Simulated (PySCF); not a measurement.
# [WOF3]−: other functionals and bases at one geometry

Aim: see how levels, charges and forces of [WOF3]− depend on the level of theory. It is a constructed species; whether it can be made isn't addressed.

Program: PySCF 2.14.0. Level of theory: several levels, as the steps say, no spin–orbit coupling. These are calculated values, not measurements.

2 further runs of the same task are left out: 1 for a known fault of the program, 1 that didn't finish.

## (1) The system as given

5 atoms, charge -1, spin multiplicity 1.

Bond lengths: W1–O2 1.731 Å, W1–F3 1.893 Å, W1–F4 1.959 Å, W1–F5 1.893 Å. Angles: O2–W1–F3 97.1°, O2–W1–F4 160.2°, O2–W1–F5 97.1°, F3–W1–F4 85.3°, F3–W1–F5 161.5°, F4–W1–F5 85.3°.

Geometry (Å):

```xyz
5

W     0.06471    0.00000    0.00355
O     1.76414    0.00000    0.33300
F    -0.12743    1.86826   -0.23218
F    -1.87065    0.00000    0.30568
F    -0.12743   -1.86826   -0.23218
```

Formal oxidation states: W +4. An earlier session relaxed this geometry at B3LYP, W def2-SVP with ECP60, O def2-SVP, F def2-SVP (singlet, point group Cs).

At B3LYP on the finer grid: E = -441.827770 Eh, HOMO -0.63 eV, LUMO 2.56 eV, Mulliken charge on W1 +0.67 e, largest force component 0.015 eV/Å. 

Levels to run: PBE; TPSSh; wB97X; HF; B3LYP, TZVP; B3LYP, x2c-SVP. Hardware: 2 threads of Arm Neoverse V2, shared host.

## (2) PBE

Input file run.py (the lines that set the calculation):

```python
mol = gto.M(atom='''
W      0.06471     0.00000     0.00355
O      1.76414     0.00000     0.33300
F     -0.12743     1.86826    -0.23218
F     -1.87065     0.00000     0.30568
F     -0.12743    -1.86826    -0.23218''',
    basis={'W': 'def2-SVP', 'O': 'def2-SVP', 'F': 'def2-SVP'},
    ecp={'W': 'def2-SVP'},
    charge=-1, spin=0)
mf = dft.RKS(mol, xc='PBE')
mf.grids.atom_grid = (75, 302)
mf = mf.density_fit()  # fitting sets: W def2-universal-JKFIT, O def2-universal-JKFIT, F def2-universal-JKFIT
mf.conv_tol = 1e-08; mf.max_cycle = 55
mf.kernel(dm0)  # dm0: the density of the relaxed state
```

Launch:

```console
$ OMP_NUM_THREADS=2 python run.py
```

## (3) TPSSh

Changes to run.py (the lines that set the calculation) since step 2:

```diff
@@ -9,3 +9,3 @@
     charge=-1, spin=0)
-mf = dft.RKS(mol, xc='PBE')
+mf = dft.RKS(mol, xc='TPSSH')
 mf.grids.atom_grid = (75, 302)
```

## (4) wB97X

Changes to run.py (the lines that set the calculation) since step 3:

```diff
@@ -9,3 +9,3 @@
     charge=-1, spin=0)
-mf = dft.RKS(mol, xc='TPSSH')
+mf = dft.RKS(mol, xc='WB97X')
 mf.grids.atom_grid = (75, 302)
```

## (5) HF

Changes to run.py (the lines that set the calculation) since step 4:

```diff
@@ -9,4 +9,3 @@
     charge=-1, spin=0)
-mf = dft.RKS(mol, xc='WB97X')
-mf.grids.atom_grid = (75, 302)
+mf = scf.RHF(mol)
 mf = mf.density_fit()  # fitting sets: W def2-universal-JKFIT, O def2-universal-JKFIT, F def2-universal-JKFIT
```

## (6) B3LYP, TZVP

Basis: W def2-TZVP with ECP60, O def2-TZVP, F def2-TZVP. 

Input file run.py (the lines that set the calculation):

```python
mol = gto.M(atom='''
W      0.06471     0.00000     0.00355
O      1.76414     0.00000     0.33300
F     -0.12743     1.86826    -0.23218
F     -1.87065     0.00000     0.30568
F     -0.12743    -1.86826    -0.23218''',
    basis={'W': 'def2-TZVP', 'O': 'def2-TZVP', 'F': 'def2-TZVP'},
    ecp={'W': 'def2-TZVP'},
    charge=-1, spin=0)
mf = dft.RKS(mol, xc='B3LYP')
mf.grids.atom_grid = (75, 302)
mf = mf.density_fit()  # fitting sets: W def2-universal-JKFIT, O def2-universal-JKFIT, F def2-universal-JKFIT
mf.conv_tol = 1e-08; mf.max_cycle = 55
mf.kernel(dm0)  # dm0: free metal ions and neutral atoms
```

## (7) B3LYP, x2c-SVP

Basis: W x2c-SVPall, O x2c-SVPall, F x2c-SVPall. All electrons are treated, with the spin-free X2C Hamiltonian.

Input file run.py (the lines that set the calculation):

```python
mol = gto.M(atom='''
W      0.06471     0.00000     0.00355
O      1.76414     0.00000     0.33300
F     -0.12743     1.86826    -0.23218
F     -1.87065     0.00000     0.30568
F     -0.12743    -1.86826    -0.23218''',
    basis={'W': 'x2c-SVPall', 'O': 'x2c-SVPall', 'F': 'x2c-SVPall'},
    nucmod='G',
    charge=-1, spin=0)
mf = dft.RKS(mol, xc='B3LYP')
mf.grids.atom_grid = (99, 590)
mf = mf.density_fit()  # fitting sets: W AutoAux, O AutoAux, F AutoAux
mf = mf.sfx2c1e()
mf.conv_tol = 1e-08; mf.max_cycle = 55
mf.kernel(dm0)  # dm0: free metal ions and neutral atoms
```

Before running it: what results should come out? Wanted: for each run, HOMO; gap; charge on W1; dipole; largest force.

As calculated:

| level | state | HOMO (eV) | gap (eV) | charge on W1 (e) | dipole (D) | largest force (eV/Å) | basis functions | time |
| --- | --- | --- | --- | --- | --- | --- | --- | --- |
| B3LYP (relaxed here) | singlet | -0.63 | 3.19 | 0.67 | 0.26 | 0.01 | 88 | 7.8 s |
| PBE | singlet | 0.45 | 1.31 | 0.44 | 0.25 | 0.46 | 88 | 3.2 s |
| TPSSh | singlet | -0.15 | 2.46 | 0.66 | 0.30 | 0.24 | 88 | 4.1 s |
| wB97X | singlet | -3.11 | 8.40 | 0.76 | 0.36 | 0.78 | 88 | 3.6 s |
| HF | singlet | -4.22 | 10.73 | 1.40 | 0.69 | 1.85 | 88 | 1.6 s |
| B3LYP, TZVP | singlet | -0.76 | 3.16 | 1.04 | 0.32 | 0.31 | 164 | 8.7 s |
| B3LYP, x2c-SVP | singlet | -0.86 | 3.08 | 0.56 | 0.31 | 1.09 | 122 | 19 s |

Times are on 2 threads of Arm Neoverse V2, shared host; the first row also made further properties. The dipole of a charged species depends on the origin, so these sizes hold for this origin alone.

In one basis the HOMO–LUMO gap runs from 1.31 eV (PBE) to 10.73 eV (HF). The largest leftover force, 1.85 eV/Å with HF, stands at a geometry relaxed at another level. The Mulliken charge on W spans +0.44 to +1.40 e over the levels. Total energies of different levels can't be compared. Spin–orbit coupling is left out throughout.
